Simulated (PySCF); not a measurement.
# C4H7BO: electronic excitations and core binding energies

What electronic excitations and core binding energies should C4H7BO (`C#CBCOC`) show?

The runs use PySCF 2.14.0, with density-fitted response routines of our own; the level of theory stands in each step. All values are computed, except where a source is named. Atoms are numbered from 0 throughout.

### 1 The starting structure

13 atoms, charge 0, multiplicity 1; geometry from: GFN2-xTB.

Bonds of the start (Å): C0–C1 1.21, C1–B2 1.50, B2–C3 1.58, C3–O4 1.42, O4–C5 1.40, C0–H6 1.05, B2–H7 1.17, C3–H8 1.11, C3–H9 1.11, C5–H10 1.09, C5–H11 1.10, C5–H12 1.10.

### 2 Ultraviolet spectrum: CAM-B3LYP/def2-SVPD

The job: settings as JSON, then the geometry in Å.

```
{"job": {"kind": "uv", "xc": "CAM-B3LYP", "basis": "def2-SVPD", "nstates": 8, "ntriplets": 3}, "charge": 0, "multiplicity": 1}
C      3.443348     0.977845    -0.081545
C      2.470964     0.275635    -0.209852
B      1.273794    -0.611908    -0.384977
C     -0.161439     0.017447    -0.179730
O     -1.215807    -0.893840    -0.436897
C     -2.486127    -0.334710    -0.247285
H      4.291747     1.590269     0.030156
H      1.402442    -1.738336    -0.664353
H     -0.283896     0.909862    -0.820146
H     -0.248852     0.398519     0.855001
H     -3.211188    -1.112972    -0.479177
H     -2.629413    -0.002478     0.790379
H     -2.649961     0.525154    -0.911799
```

Method: TDDFT CAM-B3LYP/def2-SVPD, vertical, gas phase, core orbitals frozen in the response.

Launch:

```console
OMP_NUM_THREADS=1 python probes_run.py task.json out
```

One launch serves the whole session: the jobs run in the order shown.

Output:

```text
coarse grid: 10856 points
cycle   1  E = -256.1772853922  dE =  6.716e-01  |g| = 5.652e-01  |ddm| = 1.078e+01
cycle   2  E = -256.1543505412  dE =  2.293e-02  |g| = 7.037e-01  |ddm| = 1.887e+00
cycle   3  E = -256.2465821240  dE = -9.223e-02  |g| = 6.915e-02  |ddm| = 7.016e-01
cycle   4  E = -256.2474791487  dE = -8.970e-04  |g| = 2.825e-02  |ddm| = 2.387e-01
cycle   5  E = -256.2476499390  dE = -1.708e-04  |g| = 1.461e-02  |ddm| = 7.901e-02
cycle   6  E = -256.2477020091  dE = -5.207e-05  |g| = 3.268e-03  |ddm| = 2.227e-02
cycle   7  E = -256.2477049250  dE = -2.916e-06  |g| = 4.610e-04  |ddm| = 7.925e-03
final grid: 104856 points
cycle   8  E = -256.3053651822  dE = -3.152e-05  |g| = 3.231e-03  |ddm| = 1.030e-01
cycle   9  E = -256.3053657499  dE = -5.678e-07  |g| = 3.117e-03  |ddm| = 1.691e-02
cycle  10  E = -256.3053677173  dE = -1.967e-06  |g| = 4.828e-04  |ddm| = 3.975e-03
cycle  11  E = -256.3053677603  dE = -4.296e-08  |g| = 1.750e-04  |ddm| = 7.228e-04
cycle  12  E = -256.3053677679  dE = -7.627e-09  |g| = 4.466e-05  |ddm| = 3.426e-04
cycle  13  E = -256.3053677685  dE = -6.071e-10  |g| = 2.457e-05  |ddm| = 8.764e-05
converged SCF energy = -256.3053677685

Static polarisability (au): isotropic 67.083, principal 49.704 57.485 94.060

Singlet excitations
state   eV       nm        f      main configurations
  1   4.2761    289.9   0.00005   H-1->L 0.96
  2   5.0772    244.2   0.03258   H->L 0.96
  3   5.7868    214.3   0.05728   H-2->L 0.78, H-1->L+3 0.15
  4   6.0035    206.5   0.00021   H-3->L 0.70, H-4->L 0.23
  5   7.0382    176.2   0.01767   H->L+1 0.65, H->L+2 0.24
  6   7.1145    174.3   0.00708   H-5->L 0.44, H-2->L+3 0.27, H-3->L 0.09
  7   7.2130    171.9   0.00052   H-2->L+3 0.46, H-5->L 0.33
  8   7.4389    166.7   0.00052   H-4->L 0.56, H-3->L 0.17, H-5->L 0.16

Triplet excitations (Tamm-Dancoff, eV): 3.9516 4.1905 5.0027
```

Run time: 42 s. Hardware: 1 thread of Arm Neoverse N1, shared host; peak memory 0.75 GiB.

The orbitals next to the gap, with their largest atomic shares:

```csv
orbital,eV,atoms
HOMO−3,-10.44,"O4 48 %, C3 12 %, C5 10 %"
HOMO−2,-10.22,"C1 43 %, C0 39 %, B2 9 %"
HOMO−1,-9.44,"C0 35 %, C1 31 %, B2 11 %"
HOMO,-8.91,"O4 60 %, C5 10 %, C3 9 %"
LUMO,-0.94,"B2 37 %, C1 20 %, C0 20 %"
LUMO+1,1.13,"B2 45 %, C0 14 %, C3 7 %"
LUMO+2,1.68,"C5 26 %, C0 17 %, H11 9 %"
```

With each of the 8 states as a Gaussian band of 0.4 eV half-width at 1/e, the curve within the window shown has maxima at 215 nm (ε 2,400), 175 nm (ε 1,000) L/(mol cm). Beyond the last state computed it falls off for lack of states. The curve at chosen wavelengths:

nm, ε (L/mol/cm) and a bar:
```
      160         74 #
      167        495 ######
      174       1006 #############
      181        756 ##########
      188        297 ####
      195        366 #####
      202       1118 ##############
      210       2174 ############################
      217       2346 ##############################
      224       1904 ########################
      231       1547 ####################
      238       1471 ###################
      245       1398 ##################
      252       1142 ###############
      259        773 ##########
      266        440 ######
      273        216 ###
      280         94 #
      287         38 
      295         13 
      302          5 
      309          2 
      316          1 
      323          1 
      330          0 
      337          0
```

Ground-state properties from the same run:

| property | computed |
| --- | --- |
| dipole moment (D) | 1.92 |
| polarisability (Å³) | 9.94 |
| HOMO–LUMO gap (eV) | 7.97 |
| −ε(HOMO) (eV) | 8.91 |

### 3 Core-electron binding energies: SCAN, X2C

The job, as its differences from that of step 2:

```diff
@@ -1,2 +1,2 @@
-{"job": {"kind": "uv", "xc": "CAM-B3LYP", "basis": "def2-SVPD", "nstates": 8, "ntriplets": 3}, "charge": 0, "multiplicity": 1}
+{"job": {"kind": "xps"}, "charge": 0, "multiplicity": 1}
 C      3.443348     0.977845    -0.081545
```

Method: delta-SCF UKS SCAN, pcX-2 on the ionised atom, pcseg-1 elsewhere, spin-free X2C.

Output:

```text
ground state, core basis on atom 0 (C), 150 functions
  cycle   1  E = -256.48339170  |g| = 6.18e-01
  cycle   2  E = -256.35018530  |g| = 9.87e-01
  cycle   3  E = -256.56074097  |g| = 2.30e-01
  cycle   4  E = -256.57130867  |g| = 1.05e-01
  cycle   5  E = -256.57386562  |g| = 4.39e-02
  cycle   6  E = -256.57433119  |g| = 5.64e-03
  cycle   7  E = -256.57433905  |g| = 1.73e-03
  cycle   8  E = -256.57434077  |g| = 5.78e-04
  cycle   9  E = -256.57433982  |g| = 2.32e-04
  E(ground) = -256.58612726 Eh
hole in C 1s of atom 0
  cycle   1  E = -245.31241692  |g| = 1.50e+00
  cycle   2  E = -239.43842669  |g| = 2.89e+00
  cycle   3  E = -244.92647808  |g| = 1.41e+00
  cycle   4  E = -245.70396977  |g| = 5.77e-01
  cycle   5  E = -245.75425703  |g| = 5.24e-01
  cycle   6  E = -245.87952687  |g| = 1.37e-01
  cycle   7  E = -245.88895521  |g| = 8.41e-02
  cycle   8  E = -245.88619295  |g| = 1.10e-01
  cycle   9  E = -245.89526873  |g| = 1.78e-02
  cycle  10  E = -245.89549293  |g| = 9.87e-03
  cycle  11  E = -245.89564465  |g| = 6.37e-03
  cycle  12  E = -245.89572816  |g| = 3.41e-03
  cycle  13  E = -245.89574071  |g| = 2.13e-03
  cycle  14  E = -245.89574360  |g| = 1.14e-03
  cycle  15  E = -245.89574470  |g| = 3.59e-04
  E(ion) = -245.90669875 Eh   <S^2> = 0.9484   hole on atom = 1.000   binding energy = 290.602 eV
ground state, core basis on atom 1 (C), 150 functions
  cycle   1  E = -256.57423242  |g| = 6.67e-02
  cycle   2  E = -256.57175374  |g| = 1.02e-01
  cycle   3  E = -256.57396177  |g| = 4.68e-02
  cycle   4  E = -256.57456872  |g| = 6.68e-03
  cycle   5  E = -256.57458243  |g| = 9.60e-04
  cycle   6  E = -256.57458313  |g| = 2.38e-04
  E(ground) = -256.58658383 Eh
hole in C 1s of atom 1
  cycle   1  E = -245.33370143  |g| = 1.50e+00
  cycle   2  E = -239.00069664  |g| = 2.90e+00
  cycle   3  E = -244.85775548  |g| = 1.38e+00
  cycle   4  E = -245.78842083  |g| = 4.49e-01
  cycle   5  E = -245.81531918  |g| = 3.97e-01
  cycle   6  E = -245.38606417  |g| = 8.23e-01
  cycle   7  E = -245.89308143  |g| = 9.50e-02
  cycle   8  E = -245.89933603  |g| = 3.26e-02
  cycle   9  E = -245.90004772  |g| = 1.28e-02
  cycle  10  E = -245.90046314  |g| = 9.02e-03
  cycle  11  E = -245.90055059  |g| = 2.14e-02
  cycle  12  E = -245.90081644  |g| = 1.35e-02
  cycle  13  E = -245.90098075  |g| = 4.49e-03
  cycle  14  E = -245.90100146  |g| = 1.69e-03
  cycle  15  E = -245.90100147  |g| = 2.54e-03
  cycle  16  E = -245.90100528  |g| = 1.32e-03
  cycle  17  E = -245.90100740  |g| = 1.09e-03
  cycle  18  E = -245.90100780  |g| = 1.63e-04
  E(ion) = -245.91166045 Eh   <S^2> = 0.9100   hole on atom = 1.000   binding energy = 290.479 eV
ground state, core basis on atom 2 (B), 150 functions
  cycle   1  E = -256.56288867  |g| = 5.26e-02
  cycle   2  E = -256.56139832  |g| = 7.83e-02
  cycle   3  E = -256.56270212  |g| = 3.96e-02
  cycle   4  E = -256.56313578  |g| = 7.02e-03
  cycle   5  E = -256.56314905  |g| = 1.45e-03
  cycle   6  E = -256.56314852  |g| = 3.31e-04
  E(ground) = -256.57534153 Eh
hole in B 1s of atom 2
  cycle   1  E = -248.94165488  |g| = 1.16e+00
  cycle   2  E = -246.83205014  |g| = 2.10e+00
  cycle   3  E = -249.08096924  |g| = 7.72e-01
  cycle   4  E = -249.32300983  |g| = 2.65e-01
  cycle   5  E = -249.17702464  |g| = 5.08e-01
  cycle   6  E = -249.33832372  |g| = 1.94e-01
  cycle   7  E = -249.30874206  |g| = 2.83e-01
  cycle   8  E = -249.34882632  |g| = 1.60e-01
  cycle   9  E = -249.36342927  |g| = 7.44e-02
  cycle  10  E = -249.36351737  |g| = 7.77e-02
  cycle  11  E = -249.36532282  |g| = 5.51e-02
  cycle  12  E = -249.36741881  |g| = 8.67e-03
  cycle  13  E = -249.36740332  |g| = 1.20e-02
  cycle  14  E = -249.36732732  |g| = 1.60e-02
  cycle  15  E = -249.36749717  |g| = 5.10e-03
  cycle  16  E = -249.36751741  |g| = 6.55e-04
  cycle  17  E = -249.36751739  |g| = 3.41e-04
  E(ion) = -249.37953225 Eh   <S^2> = 1.1528   hole on atom = 1.000   binding energy = 195.808 eV
ground state, core basis on atom 3 (C), 150 functions
  cycle   1  E = -256.57186823  |g| = 5.72e-02
  cycle   2  E = -256.57180018  |g| = 2.10e-02
  cycle   3  E = -256.57147986  |g| = 3.89e-02
  cycle   4  E = -256.57190816  |g| = 9.59e-03
  cycle   5  E = -256.57193246  |g| = 1.06e-03
  cycle   6  E = -256.57193284  |g| = 2.08e-04
  E(ground) = -256.58250780 Eh
hole in C 1s of atom 3
  cycle   1  E = -245.29463630  |g| = 1.51e+00
  cycle   2  E = -244.12101749  |g| = 2.11e+00
  cycle   3  E = -245.70159559  |g| = 5.48e-01
  cycle   4  E = -245.65028112  |g| = 5.72e-01
  cycle   5  E = -245.84961631  |g| = 1.31e-01
  cycle   6  E = -245.85804932  |g| = 4.78e-02
  cycle   7  E = -245.85902451  |g| = 1.41e-02
  cycle   8  E = -245.85909002  |g| = 7.15e-03
  cycle   9  E = -245.85911602  |g| = 2.16e-03
  cycle  10  E = -245.85912038  |g| = 1.14e-03
  cycle  11  E = -245.85912299  |g| = 6.27e-04
  cycle  12  E = -245.85912207  |g| = 2.55e-04
  E(ion) = -245.86841913 Eh   <S^2> = 0.7720   hole on atom = 1.000   binding energy = 291.545 eV
ground state, core basis on atom 4 (O), 150 functions
  cycle   1  E = -256.60083614  |g| = 9.30e-02
  cycle   2  E = -256.60068068  |g| = 3.60e-02
  cycle   3  E = -256.60041412  |g| = 5.14e-02
  cycle   4  E = -256.60091148  |g| = 1.02e-02
  cycle   5  E = -256.60093871  |g| = 2.50e-03
  cycle   6  E = -256.60094149  |g| = 3.86e-04
  E(ground) = -256.60978887 Eh
hole in O 1s of atom 4
  cycle   1  E = -236.00242323  |g| = 2.22e+00
  cycle   2  E = -233.98710458  |g| = 2.70e+00
  cycle   3  E = -236.27959619  |g| = 9.48e-01
  cycle   4  E = -236.61469688  |g| = 5.79e-01
  cycle   5  E = -236.68211063  |g| = 4.90e-01
  cycle   6  E = -236.81720346  |g| = 1.19e-01
  cycle   7  E = -236.82353204  |g| = 2.13e-02
  cycle   8  E = -236.82376242  |g| = 7.82e-03
  cycle   9  E = -236.82378899  |g| = 2.43e-03
  cycle  10  E = -236.82379180  |g| = 7.02e-04
  cycle  11  E = -236.82379259  |g| = 1.68e-04
  E(ion) = -236.83359938 Eh   <S^2> = 0.7629   hole on atom = 1.000   binding energy = 538.138 eV
ground state, core basis on atom 5 (C), 150 functions
  cycle   1  E = -256.57198934  |g| = 6.67e-02
  cycle   2  E = -256.57139520  |g| = 6.82e-02
  cycle   3  E = -256.57208193  |g| = 2.95e-02
  cycle   4  E = -256.57223243  |g| = 7.03e-03
  cycle   5  E = -256.57224484  |g| = 1.58e-03
  cycle   6  E = -256.57224755  |g| = 3.16e-04
  E(ground) = -256.58249857 Eh
hole in C 1s of atom 5
  cycle   1  E = -245.29277982  |g| = 1.50e+00
  cycle   2  E = -242.43434914  |g| = 2.42e+00
  cycle   3  E = -242.95707771  |g| = 1.81e+00
  cycle   4  E = -245.73704548  |g| = 5.22e-01
  cycle   5  E = -245.82133510  |g| = 1.97e-01
  cycle   6  E = -245.83574298  |g| = 1.06e-01
  cycle   7  E = -245.83901280  |g| = 7.06e-02
  cycle   8  E = -245.84175589  |g| = 1.66e-02
  cycle   9  E = -245.84189770  |g| = 5.97e-03
  cycle  10  E = -245.84191889  |g| = 2.13e-03
  cycle  11  E = -245.84192261  |g| = 9.33e-04
  cycle  12  E = -245.84192300  |g| = 5.60e-04
  cycle  13  E = -245.84192286  |g| = 1.53e-04
  E(ion) = -245.85120327 Eh   <S^2> = 0.7723   hole on atom = 1.000   binding energy = 292.013 eV
```

It took 2.2 min on 1 thread of Arm Neoverse N1, shared host; peak memory 0.62 GiB.

Binding energies by hole, beside the orbital energy of the ground state; the difference holds orbital relaxation and, for a density functional, its self-interaction error:

| hole | stands for | environment | ΔSCF (eV) | −ε (eV) | ⟨S²⟩ |
| --- | --- | --- | --- | --- | --- |
| C1s on C0 | C0 | terminal alkyne carbon | 290.60 (doubtful) | 274.1 | 0.948 |
| C1s on C1 | C1 | alkyne carbon | 290.48 (doubtful) | 273.5 | 0.910 |
| B1s on B2 | B2 | boron bonded to 2 C, H | 195.81 (doubtful) | 180.5 | 1.153 |
| C1s on C3 | C3 | sp3 CH2 bonded to B and O | 291.55 | 274.5 | 0.772 |
| O1s on O4 | O4 | ether oxygen | 538.14 | 516.5 | 0.763 |
| C1s on C5 | C5 | methyl carbon bonded to O | 292.01 | 274.6 | 0.772 |

Doubtful: the ion did not converge, its hole moved, or its ⟨S²⟩ is well above 0.75.

### 4 Results

| quantity | value |
| --- | --- |
| lowest singlet (CAM-B3LYP/def2-SVPD) | 4.28 eV (290 nm), f = 0.000 |
| brightest single state of those computed | state 3, 5.79 eV, f = 0.057 |
| lowest triplet | 3.95 eV |
| C1s binding energies, SCAN/pcX-2 (standing for 2 of 4 atoms) | C5 292.01, C3 291.55 eV |
| O1s binding energies, SCAN/pcX-2 | O4 538.14 eV |

The first singlet state (HOMO−1→LUMO 0.96) lies at 4.28 eV and is dark; of the 8 states computed, the strongest absorption comes from state 3 at 5.79 eV. The lowest triplet lies 0.32 eV below the lowest singlet (triplets in Tamm-Dancoff, singlets in full TDDFT). C5 (methyl carbon bonded to O) binds its C1s electron 0.47 eV more tightly than C3 (sp3 CH2 bonded to B and O). Only 2 of the 4 C atoms are covered by sound results.
